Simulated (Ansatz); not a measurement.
# KBr3: the cost of one run

Computed with Ansatz 0.2.0 (DFT PBE, scalar-relativistic, plane waves, PAW, unless a step's input says otherwise).

1 further run of the same task is left out (it didn't finish).

## Step 1: The structure to begin with

The structure is tetragonal, space group P4/mmm (No. 123). Conventional cell: a = 4.139 Å, b = 4.139 Å, c = 7.750 Å, α = 90.00°, β = 90.00°, γ = 90.00°. Around K (site symmetry 4/mmm) lie 2 Br at 2.17 Å. Br (site symmetry 4/mmm) has 2 Br at 1.71 Å as nearest neighbours. Around Br (site symmetry 4mm) lie 1 Br at 1.71 Å and 1 K at 2.17 Å.

Coordinates:

```
K Br
1.0
     4.13876    0.00000    0.00000
     0.00000    4.13876    0.00000
     0.00000    0.00000    7.74973
K Br
1 3
Direct
  0.00000 0.00000 0.50000
  0.00000 0.00000 0.00000
  0.00000 0.00000 0.22040
  0.00000 0.00000 0.77960
```

A structure generator made this guess: random cell by space group and Wyckoff sites (P4/mmm, No. 123). Lengths come from tabulated atomic sizes and are only a guess.

## Step 2: The guess as it stands, on a coarse mesh

Input file input.yaml:

```yaml
crystal:
  lattice:
    - [4.13876113, 0.0, 0.0]
    - [0.0, 4.13876113, 0.0]
    - [0.0, 0.0, 7.74973182]
  atoms:
    - { symbol: K, position: [0.0, 0.0, 0.5] }
    - { symbol: Br, position: [0.0, 0.0, 0.0] }
    - { symbol: Br, position: [0.0, 0.0, 0.22039627] }
    - { symbol: Br, position: [0.0, 0.0, 0.77960373] }
basis:
  ecutwfc: 420
kpoints:
  mp_grid: { grid: [4, 4, 2] }
hamiltonian:
  xc: pbe
scf:
  occupations: { method: gaussian, width: 0.1 }
  lower_state_search: "off"
output:
  forces: true
  stress: true
  eigenvalues: true
```

Command:

```
$ ansatz run input.yaml --threads 1 --pin off --max-ram 2048MiB --backend cpu --events-out ev --progress --plain --runs-dir out
```

What time and memory should one allow on 1 thread of AMD EPYC 7R43 (Zen 3), shared host?

About 3.7 s, with a peak of 0.4 GiB.
